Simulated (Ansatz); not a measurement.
BH4O2P, SMILES OB(O)P, a short molecular-dynamics run

Computed with the Ansatz DFT code, driven from Python.

The cells in order, each with its output:

In [1]:
```python
import ansatz as az
import numpy as np
```

In [2]:
```python
mol = (
    az.Crystal.molecule()
    .atom('O', [-1.4302, -0.9629, -0.3972])
    .atom('B', [-0.4262, 0.0, 0.0465])
    .atom('O', [-0.691, 1.4322, -0.0605])
    .atom('P', [1.2494, -0.6228, 0.7745])
    .atom('H', [-1.985, -1.1332, 0.4053])
    .atom('H', [-0.3516, 1.6828, -0.9565])
    .atom('H', [1.7464, -1.0761, -0.5131])
    .atom('H', [1.8882, 0.68, 0.7009])
)
```

In [3]:
```python
calculation = (
    mol.calculation()
    .basis(gaussian='6-31G')
    .functional('blyp')
)
symbols = [site.symbol for site in mol.cartesian_sites]
start = np.array([site.position_ang for site in mol.cartesian_sites], dtype=float)
rep = calculation.relax(force_tolerance=0.02).run().report
end = np.array(rep['positions_ang'])
minimum = az.Crystal.molecule()
for symbol, place in zip(symbols, end):
    minimum = minimum.atom(symbol, place.tolist())
```

In [4]:
```python
calculation = (
    minimum.calculation()
    .basis(gaussian='6-31G')
    .functional('blyp')
    .md('nvt_langevin', timestep=0.5, steps=20, temperature=500, initial_velocities='maxwell_boltzmann', seed=37, friction=0.02)
)
frames = []
result = calculation.session().plan().execute(on_event=lambda e: frames.append(e['data']) if e['event'] == 'md_step' else None)
print('t (fs)   E_pot (eV)      E_kin (eV)   T (K)   d(0-1) (A)')
for f in frames[::3]:
    xyz = np.array(f['positions_ang'])
    print(f'{f["time_fs"]:6.2f} {f["lagrangian_ev"]:14.5f} {f["e_kin_ev"]:10.5f} {f["temperature_k"]:8.1f} {np.linalg.norm(xyz[0] - xyz[1]):9.4f}')
print('mean temperature', round(float(np.mean([f['temperature_k'] for f in frames])), 1), 'K')
```
```text
t (fs)   E_pot (eV)      E_kin (eV)   T (K)   d(0-1) (A)
  0.00   -14122.67225    0.45241    437.5    1.3853
  1.50   -14122.61303    0.41071    397.2    1.3753
  3.00   -14122.57059    0.30709    297.0    1.3698
  4.50   -14122.57861    0.33135    320.4    1.3662
  6.00   -14122.52476    0.31895    308.4    1.3652
  7.50   -14122.52970    0.37339    361.1    1.3681
  9.00   -14122.50126    0.41612    402.4    1.3701
mean temperature 362.7 K
```

Caveats:
- Total energies depend on the basis set; only differences at equal settings carry meaning.
- The trajectory is only some femtoseconds long, so its temperature is not equilibrated; where the script doesn't relax first, it starts from a rough generated geometry.
- The printed temperature counts all 3N degrees of freedom under Langevin dynamics, so the first row lies under the target.
- The whole script took 55 s on 1 thread of Intel(R) Xeon(R) Platinum 8375C CPU @ 2.90GHz (Ice Lake) (shared host), peak memory 0.21 GiB.

(Lines on the test bed's own set-up are left out of the output.)
